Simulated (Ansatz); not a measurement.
Runs of Ansatz 0.2.0 on GaGe. Symmetry: F-43m, No. 216, cubic system. The conventional cell has a = 5.796 Å, b = 5.796 Å, c = 5.796 Å, α = 90.00°, β = 90.00°, γ = 90.00°. Ge (site symmetry -43m) is surrounded by 4 Ga at 2.51 Å. Ga (site symmetry -43m) is surrounded by 4 Ge at 2.51 Å. The cell comes from a database or a generator and needn't be the stable form of this composition.

```tsv
task	level	cell	cutoff (eV)	points for each segment of the path	gap on the mesh (eV)	pressure (GPa)	relaxed volume (Å³/atom)
band structure	BLYP	as given	420	14	none	3.3	-
relaxation of cell and atoms	BLYP	relaxed	420	-	none	0.0	(a)
band structure	r2SCAN	as given	500	14	none	-2.2	-
relaxation of cell and atoms	revPBE	relaxed	420	-	none	0.0	25.05
```

Alike in all rows: potentials or basis Ansatz PAW; no spin polarisation; k mesh 8 × 8 × 8; smearing fermi-dirac 0.05 eV.

**Question.** Fill in the values left out.

**Answer.** (a) 26.18.

Caveats: the PAW data sets come from PBE, with cores solved anew for the run's functional, which leaves a small shift of forces and pressure; the plane-wave basis is chosen anew once the cell has moved, so the energies of steps on either side of that aren't comparable (some runs).

A k mesh can miss the band edges, and the runs leave out spin-orbit coupling on Ga, Ge.

A gap of «none» marks a metal or a gap under the smearing width.

Runs at the PBE level aren't shown here.
